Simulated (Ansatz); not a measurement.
# Co (hcp type): the cost of one run

Computed with Ansatz 0.2.0 (DFT PBE, with the methods named in each step, unless a step's input says otherwise).

### Step 1. Starting point

Symmetry: P6_3/mmc, No. 194, hexagonal system. The conventional cell has a = 2.491 Å, b = 2.491 Å, c = 4.036 Å, α = 90.00°, β = 90.00°, γ = 120.00°. Co (site symmetry -6m2) has 12 Co at 2.48 to 2.49 Å as nearest neighbours.

Structure file:

```
Co
1.0
     2.49110    0.00000    0.00000
    -1.24555    2.15736    0.00000
     0.00000    0.00000    4.03558
Co
2
Cartesian
  0.0000 1.4382 1.0089
  1.2456 0.7191 3.0267
```

Elk's input and logs are in atomic units (hartree, bohr).

Atoms are numbered in the order of the input: Co1, Co2.

### Step 2. Bulk cell relaxed, PAW

Input file input.yaml:

```yaml
crystal:
  lattice:
    - [2.4911007134, 0.0, 0.0]
    - [-1.2455503567, 2.1573565012, 0.0]
    - [0.0, 0.0, 4.0355831558]
  atoms:
    - { symbol: Co, position: [0.3333333333, 0.6666666667, 0.25], spin: 1.7 }
    - { symbol: Co, position: [0.6666666667, 0.3333333333, 0.75], spin: 1.7 }
magnetization:
  spin_polarized: true
kpoints:
  mp_grid: { grid: [20, 20, 11] }
scf:
  occupations: { method: fermi_dirac, width: 0.1 }
hamiltonian:
  xc: pbe
  pseudopotentials: { kind: paw }
output:
  forces: true
  stress: true
relax:
  f_tol: 0.005
  max_steps: 40
  cell: {}
```

Started as:

```console
$ ansatz run input.yaml --threads 2 --pin off --max-ram 4096MiB --backend cpu --events-out ev --progress --plain --runs-dir out
```

Q: Estimate wall time and peak memory on 2 threads of Arm Neoverse V1, shared host.

About 31 s, with a peak of 0.47 GiB.
